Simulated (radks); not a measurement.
# The Coulomb parameter U of the 5d shell of Re²⁺

The task here is to estimate one member of a computed series from the others.

The numbers are computed with radks (a radial shooting solver on a logarithmic mesh, Libxc functionals) version 1 (scalar-relativistic Kohn-Sham, SCAN, spin-unpolarised, spherical densities, finite nucleus), except any that are marked as measured or tabulated.

## The atom as given

```
element            : rhenium (Z = 75)
charge             : +2
electrons          : 73
configuration      : [Xe] 4f14 5d3 6p2
nuclear rms radius : 5.3698 fm
```

The outer shells:

Re²⁺
```
[Xe] core
4f [↑↓][↑↓][↑↓][↑↓][↑↓][↑↓][↑↓]
5d [↑ ][↑ ][↑ ][  ][  ]
6p [↑ ][↑ ][  ]
```

The first run:

Settings of this run:

```text
Z 75
configuration [Xe] 4f14 5d3 6p2
relativity scalar-relativistic
functional scan,scan
spin unpolarised
nucleus finite rms 5.3698 fm
c 137.035999084
```

Steps of the session up to this table: Start: [Xe] 4f14 5d3 6p2.

One table of the session follows, with a row left open; its other results are not shown here.

It belongs to the step «Start: [Xe] 4f14 5d3 6p2». Radial moments (bohr):

| level | <r> | outermost maximum (interpolated) | 90 % within | nodes |
| --- | --- | --- | --- | --- |
| 4s | ? | ? | ? | ? |
| 4p | 0.4681 | 0.433 | 0.680 | 2 |
| 4d | 0.4999 | 0.443 | 0.748 | 1 |
| 5s | 1.030 | 0.934 | 1.47 | 4 |
| 5p | 1.188 | 1.06 | 1.72 | 3 |
| 4f | 0.5785 | 0.417 | 0.950 | 0 |
| 5d | 1.654 | 1.36 | 2.51 | 2 |
| 6p | 3.149 | 2.84 | 4.51 | 4 |

Estimate the missing values for 4s.

As computed: <r>: 0.4404; outermost maximum (interpolated): 0.413; 90 % within: 0.631; nodes: 3. In the column «<r>» it is the lowest.
